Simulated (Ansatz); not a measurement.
# BClF2 (SMILES FB(F)Cl): functionals against CCSD(T) at one geometry

The atoms stand at a structure displaced at random from a GFN2-xTB minimum. How far do the functionals agree with CCSD(T) there?

The runs use Ansatz 0.2.0, Gaussian basis; single points in def2-TZVPP.

Correlated methods freeze the cores.

**1. Starting geometry**

SMILES `FB(F)Cl`, 4 atoms, charge 0, spin multiplicity 1.

Atoms are counted from 1 here; the program's logs count them from 0.

Bond lengths: F1–B2 1.331 Å, B2–F3 1.302 Å, B2–Cl4 1.676 Å. Angles: F1–B2–F3 116.3°, F1–B2–Cl4 121.3°, F3–B2–Cl4 122.4°.

Coordinates:

```xyz
4

F    -0.18650   -1.24610   -0.54110
B    -0.04310   -0.01930   -0.04650
F    -0.99330    0.82760   -0.32080
Cl    1.27830    0.38860    0.90000
```

**2. CCSD(T)/def2-TZVPP**

Input file run/in.yaml:

```yaml
crystal:
  periodic: [false, false, false]
  atoms:
    - {symbol: F, position_ang: [-0.186500, -1.246100, -0.541100]}
    - {symbol: B, position_ang: [-0.043100, -0.019300, -0.046500]}
    - {symbol: F, position_ang: [-0.993300, 0.827600, -0.320800]}
    - {symbol: Cl, position_ang: [1.278300, 0.388600, 0.900000]}
basis:
  gaussian: {orbitals: def2-TZVPP}
correlation: {method: ccsd_t}
output: {forces: true}
```

The command line of these runs was not kept.

**3. PBE0-D4/def2-TZVPP**

run/in.yaml: that of step 2 with these lines changed.

```diff
@@ -9,3 +9,3 @@
   gaussian: {orbitals: def2-TZVPP}
-correlation: {method: ccsd_t}
-output: {forces: true}
+hamiltonian: {xc: pbe0, dispersion: d4}
+output: {forces: true, orbitals: {seedname: orbitals}}
```

**4. wB97M-V/def2-TZVPP**

run/in.yaml: that of step 3 with these lines changed.

```diff
@@ -9,3 +9,3 @@
   gaussian: {orbitals: def2-TZVPP}
-hamiltonian: {xc: pbe0, dispersion: d4}
-output: {forces: true, orbitals: {seedname: orbitals}}
+hamiltonian: {xc: {name: wB97M-V}}
+output: {forces: true}
```

**5. r2SCAN-D4/def2-TZVPP**

run/in.yaml: that of step 4 with these lines changed.

```diff
@@ -9,3 +9,3 @@
   gaussian: {orbitals: def2-TZVPP}
-hamiltonian: {xc: {name: wB97M-V}}
+hamiltonian: {xc: r2scan, dispersion: d4}
 output: {forces: true}
```

**6. PBE-D4/def2-TZVPP**

run/in.yaml: that of step 5 with these lines changed.

```diff
@@ -9,3 +9,3 @@
   gaussian: {orbitals: def2-TZVPP}
-hamiltonian: {xc: r2scan, dispersion: d4}
+hamiltonian: {xc: pbe, dispersion: d4}
 output: {forces: true}
```

**7. CAM-B3LYP-D4/def2-TZVPP**

run/in.yaml: that of step 6 with these lines changed.

```diff
@@ -9,3 +9,3 @@
   gaussian: {orbitals: def2-TZVPP}
-hamiltonian: {xc: pbe, dispersion: d4}
+hamiltonian: {xc: {name: CAM-B3LYP}, dispersion: d4}
 output: {forces: true}
```

**8. r2SCAN0-D4/def2-TZVPP**

run/in.yaml: that of step 7 with these lines changed.

```diff
@@ -9,3 +9,3 @@
   gaussian: {orbitals: def2-TZVPP}
-hamiltonian: {xc: {name: CAM-B3LYP}, dispersion: d4}
+hamiltonian: {xc: {name: r2SCAN0}, dispersion: d4}
 output: {forces: true}
```

(Steps that only read results are left out.)

**Question.** What will these runs give? Wanted: energy less free atoms, CCSD(T)/def2-TZVPP; RMS force component; RMS force error; HOMO and LUMO, PBE0-D4; T1 diagnostic.

The runs gave:

| quantity | value |
| --- | --- |
| energy less free atoms, CCSD(T)/def2-TZVPP | -1704.1 kJ/mol |
| RMS force component | 0.830 to 0.877 eV/Å over the methods |
| RMS force error | PBE0-D4 0.100, wB97M-V 0.035, r2SCAN-D4 0.046, PBE-D4 0.253, CAM-B3LYP-D4 0.107, r2SCAN0-D4 0.237 eV/Å |
| HOMO and LUMO, PBE0-D4 | -10.09 and -0.13 eV |
| T1 diagnostic | 0.012 |

In words: Against CCSD(T) the functionals' energies less atoms differ by -106.3 to -22.8 kJ/mol, PBE-D4 by -106.3 kJ/mol. CCSD(T) in triple zeta still lacks some correlation energy of the bonds, so part of these gaps is its own basis error and they don't rank the functionals. For forces wB97M-V does best and PBE-D4 worst. Frozen-core CCSD(T) forces in triple zeta carry basis errors of their own, and this is one geometry, so small gaps rank nothing.
